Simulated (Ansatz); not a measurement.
Crystal: MnCoGe.

```
Ge Co Mn
1.0
     4.09114    0.00000    0.00000
    -2.04557    3.54303    0.00000
     0.00000    0.00000    5.14388
Ge Co Mn
2 2 2
Cartesian
  0.0000 2.3620 1.2860
  2.0456 1.1810 3.8579
  2.0456 1.1810 1.2860
  0.0000 2.3620 3.8579
  0.0000 0.0000 2.5719
  0.0000 0.0000 0.0000
```

The cell is a database's computed one.

Base run:

| Item | Value |
| --- | --- |
| Program | Ansatz 0.2.0 |
| Functional | PBEsol |
| Potentials or basis | Ansatz PAW |
| Cutoff | 420 eV |
| Density cutoff | 1680 eV |
| k mesh | 8 × 8 × 5 |
| Occupations | fermi-dirac, width 0.05 eV |
| Spin | collinear spin, ferromagnetic start |
| Starting moments | [0.0, 0.0, 2.0, 2.0, 4.0, 4.0] μB |

Its results: band gap on the k mesh none (metal or under the smearing width); pressure -9.7 GPa; net moment 6.11 μB per cell; site moments Ge -0.06; Co +0.44; Mn +2.64 μB.

The run is repeated on the same cell with these changes: potentials or basis from Ansatz PAW to JTH PAW; cutoff from 420 eV to 1320 eV; density cutoff from 1680 eV to 5280 eV. What comes out?

Band gap on the k mesh none (metal or under the smearing width); pressure -8.9 GPa; net moment 6.13 μB per cell; site moments Ge -0.06; Co +0.45; Mn +2.65 μB.

Caveats: the PAW data sets come from PBE, with cores solved anew for the run's functional, which leaves a small shift of forces and pressure (some runs).

Not every run made on this cell is shown here.
